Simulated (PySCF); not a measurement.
# C4H7O2P: magnetic properties

Wanted: magnetic properties for C4H7O2P (`COC1=C(C)[P@@H]1=O`).

Computed with PySCF 2.14.0 and routines of our own; the level stands in each step. Atoms count from 0.

## (1) The starting structure

14 atoms, charge 0, multiplicity 1; geometry from: GFN2-xTB.

## (2) Magnetic properties: GIAO PBE0/pcSseg-1

The job: settings as JSON, then the geometry in Å.

```
{"job": {"kind": "mag", "xc": "PBE0", "basis": "pcSseg-1", "isotopologues": 2}, "charge": 0, "multiplicity": 1}
C     -2.459753    -0.562627    -0.120086
O     -1.126045    -0.964994    -0.373132
C     -0.204962    -0.057309    -0.091919
C      1.137604     0.085268    -0.030580
C      2.386011    -0.672634    -0.237312
P      0.267768     1.562830     0.504755
O      0.114640     2.080335     1.865754
H     -3.103033    -1.304187    -0.589698
H     -2.654330    -0.532426     0.955968
H     -2.656230     0.426295    -0.546130
H      2.925143    -0.291936    -1.105421
H      3.037012    -0.570959     0.630630
H      2.156691    -1.725085    -0.394066
H      0.178806     2.526954    -0.490929
```

Method: GIAO PBE0/pcSseg-1 magnetisability, rotational g tensor and spin-rotation constants, non-relativistic, gas phase.

On the command line:

```
$ OMP_NUM_THREADS=1 python excited_run.py task.json out
```

This one command runs all jobs of the session in turn.

The log of the run:

```text
coarse grid: 12480 points
cycle   1  E = -647.5905168453  dE =  1.379e+00  |g| = 9.838e-01  |ddm| = 3.610e+00
cycle   2  E = -646.7610591568  dE =  8.295e-01  |g| = 2.199e+00  |ddm| = 3.675e+00
cycle   3  E = -647.7620321728  dE = -1.001e+00  |g| = 2.535e-01  |ddm| = 3.142e+00
cycle   4  E = -647.7733362250  dE = -1.130e-02  |g| = 1.417e-01  |ddm| = 4.160e-01
cycle   5  E = -647.7775868409  dE = -4.251e-03  |g| = 2.389e-02  |ddm| = 1.411e-01
cycle   6  E = -647.7777076241  dE = -1.208e-04  |g| = 7.120e-03  |ddm| = 2.881e-02
cycle   7  E = -647.7777171899  dE = -9.566e-06  |g| = 2.301e-03  |ddm| = 7.351e-03
final grid: 116784 points
cycle   8  E = -647.8410230354  dE = -3.957e-06  |g| = 1.539e-02  |ddm| = 2.571e-02
cycle   9  E = -647.8409240696  dE =  9.897e-05  |g| = 2.691e-02  |ddm| = 3.591e-02
cycle  10  E = -647.8410688637  dE = -1.448e-04  |g| = 3.609e-03  |ddm| = 2.554e-02
cycle  11  E = -647.8410715140  dE = -2.650e-06  |g| = 3.207e-04  |ddm| = 3.056e-03
cycle  12  E = -647.8410715307  dE = -1.670e-08  |g| = 1.427e-04  |ddm| = 3.281e-04
cycle  13  E = -647.8410715347  dE = -4.061e-09  |g| = 3.253e-05  |ddm| = 1.549e-04
cycle  14  E = -647.8410715349  dE = -2.138e-10  |g| = 1.397e-05  |ddm| = 5.088e-05
converged SCF energy = -647.8410715349

Magnetisability tensor (1e-30 J/T^2)
    -1051.57       65.04       41.35
       65.04     -915.08       -6.44
       41.35       -6.44    -1149.02
isotropic -1038.56   principal values   -1167.79  -1059.19   -888.70
isotropic susceptibility -62.543 1e-6 cm^3/mol

Inertial axes            a          b          c
rot. const./GHz      2.5364     1.9132     1.1710
chi total           -57.266    -64.975    -65.389
chi diamagnetic    -577.766   -724.269  -1123.163
chi paramagnetic    520.500    659.293   1057.774
quadrupole/D A        5.731     -5.300     -0.431
g nuclear            0.5827     0.5770     0.5710
g electronic        -0.6202    -0.5926    -0.5819
g total             -0.0375    -0.0155    -0.0109

Spin-rotation constants (kHz, H = +C I.J)
atom  isotope        aa         bb         cc
  5    31P        4.175      2.583      1.101
  7     1H        0.119     -0.185     -0.124
  8     1H       -0.236     -0.131      0.009
  9     1H       -0.213     -0.118     -0.014
 10     1H       -0.233     -0.159     -0.023
 11     1H       -0.080     -0.200     -0.061
 12     1H       -0.114     -0.086     -0.108
 13     1H       -0.181     -0.146      0.066
  0    13C*       0.507      0.330      0.287
  1    17O*      -0.456     -0.381     -0.065
  2    13C*       1.229      0.818      0.276
  3    13C*       0.992      0.753      0.192
  4    13C*       0.373      0.244      0.138
  6    17O*      -0.503     -0.409     -0.019
* in the singly substituted isotopologue

Isotopologues: g along a, b, c
2H    at 7,8,9,10,11,12    -0.0344    -0.0127    -0.0095
13C   at 0                 -0.0377    -0.0151    -0.0107
```

Run time: 24 s. Hardware: 1 thread of Arm Neoverse V1, shared host; peak memory 0.74 GiB.

In short:

| quantity | value |
| --- | --- |
| magnetisability | -1039·10⁻³⁰ J/T² |
| molar susceptibility | -62.5·10⁻⁶ cm³/mol |
| rotational g (a, b, c) | -0.0375, -0.0155, -0.0109 |

## (3) Magnetic properties: GIAO wB97X-D/6-311G**

The job, as its differences from that of step 2:

```diff
@@ -1,2 +1,2 @@
-{"job": {"kind": "mag", "xc": "PBE0", "basis": "pcSseg-1", "isotopologues": 2}, "charge": 0, "multiplicity": 1}
+{"job": {"kind": "mag", "xc": "wB97X-D", "basis": "6-311G**", "scf": {"conv": 1e-06}}, "charge": 0, "multiplicity": 1}
 C     -2.459753    -0.562627    -0.120086
```

Method: GIAO wB97X-D/6-311G** magnetisability, rotational g tensor and spin-rotation constants, non-relativistic, gas phase.

The log of the run:

```text
final grid: 116784 points
cycle   1  E = -648.1220829804  dE =  1.578e+00  |g| = 1.057e+00  |ddm| = 3.154e+00
cycle   2  E = -647.7671090002  dE =  3.550e-01  |g| = 1.742e+00  |ddm| = 2.486e+00
cycle   3  E = -648.3355943950  dE = -5.685e-01  |g| = 1.357e-01  |ddm| = 1.724e+00
cycle   4  E = -648.3382798089  dE = -2.685e-03  |g| = 8.610e-02  |ddm| = 1.632e-01
cycle   5  E = -648.3396226558  dE = -1.343e-03  |g| = 1.112e-02  |ddm| = 6.449e-02
cycle   6  E = -648.3396490982  dE = -2.644e-05  |g| = 5.289e-03  |ddm| = 1.797e-02
cycle   7  E = -648.3396558596  dE = -6.761e-06  |g| = 1.567e-03  |ddm| = 5.870e-03
cycle   8  E = -648.3396565843  dE = -7.247e-07  |g| = 6.016e-04  |ddm| = 2.791e-03
converged SCF energy = -648.3396565843

Magnetisability tensor (1e-30 J/T^2)
    -1053.66       64.21       39.60
       64.21     -921.66       -2.23
       39.60       -2.23    -1151.64
isotropic -1042.32   principal values   -1168.17  -1063.87   -894.91
isotropic susceptibility -62.770 1e-6 cm^3/mol

Inertial axes            a          b          c
rot. const./GHz      2.5364     1.9132     1.1710
chi total           -57.484    -64.997    -65.828
chi diamagnetic    -577.489   -723.931  -1123.119
chi paramagnetic    520.005    658.933   1057.291
quadrupole/D A        5.634     -5.501     -0.132
g nuclear            0.5827     0.5770     0.5710
g electronic        -0.6196    -0.5923    -0.5817
g total             -0.0369    -0.0152    -0.0106

Spin-rotation constants (kHz, H = +C I.J)
atom  isotope        aa         bb         cc
  5    31P        4.221      2.603      1.099
  7     1H        0.115     -0.189     -0.126
  8     1H       -0.242     -0.134      0.007
  9     1H       -0.221     -0.122     -0.016
 10     1H       -0.239     -0.164     -0.025
 11     1H       -0.086     -0.206     -0.064
 12     1H       -0.119     -0.089     -0.112
 13     1H       -0.195     -0.154      0.063
  0    13C*       0.491      0.321      0.280
  1    17O*      -0.427     -0.361     -0.061
  2    13C*       1.212      0.809      0.267
  3    13C*       0.987      0.738      0.186
  4    13C*       0.356      0.233      0.132
  6    17O*      -0.477     -0.382     -0.015
* in the singly substituted isotopologue
```

It took 33 s on 1 thread of Arm Neoverse V1, shared host; peak memory 0.77 GiB.

In short:

| quantity | value |
| --- | --- |
| magnetisability | -1042·10⁻³⁰ J/T² |
| molar susceptibility | -62.8·10⁻⁶ cm³/mol |
| rotational g (a, b, c) | -0.0369, -0.0152, -0.0106 |

## (4) Magnetic properties side by side

| level | ξ (10⁻³⁰ J/T²) | g(a) | g(b) | gap (eV) | functions | time |
| --- | --- | --- | --- | --- | --- | --- |
| GIAO PBE0/pcSseg-1 | -1039 | -0.0375 | -0.0155 | 7.44 | 161 | 24 s |
| GIAO wB97X-D/6-311G** | -1042 | -0.0369 | -0.0152 | 11.11 | 176 | 33 s |

## (5) What came out

```
                                           quantity                      value
       magnetisability (step 2, GIAO PBE0/pcSseg-1)           -1039·10⁻³⁰ J/T²
  molar susceptibility (step 2, GIAO PBE0/pcSseg-1)         -62.5·10⁻⁶ cm³/mol
rotational g (a, b, c) (step 2, GIAO PBE0/pcSseg-1)  -0.0375, -0.0155, -0.0109
                    magnetisability over the levels  -1042 to -1039·10⁻³⁰ J/T²
```

In words: The magnetisability spreads by 0.4 % over 2 levels, from GIAO wB97X-D/6-311G** (33 s) to GIAO PBE0/pcSseg-1 (24 s); the runs took 24 s to 33 s. Two levels can agree by chance, so this spread shows no convergence. Vibrational averaging and real surroundings are missing from these values.
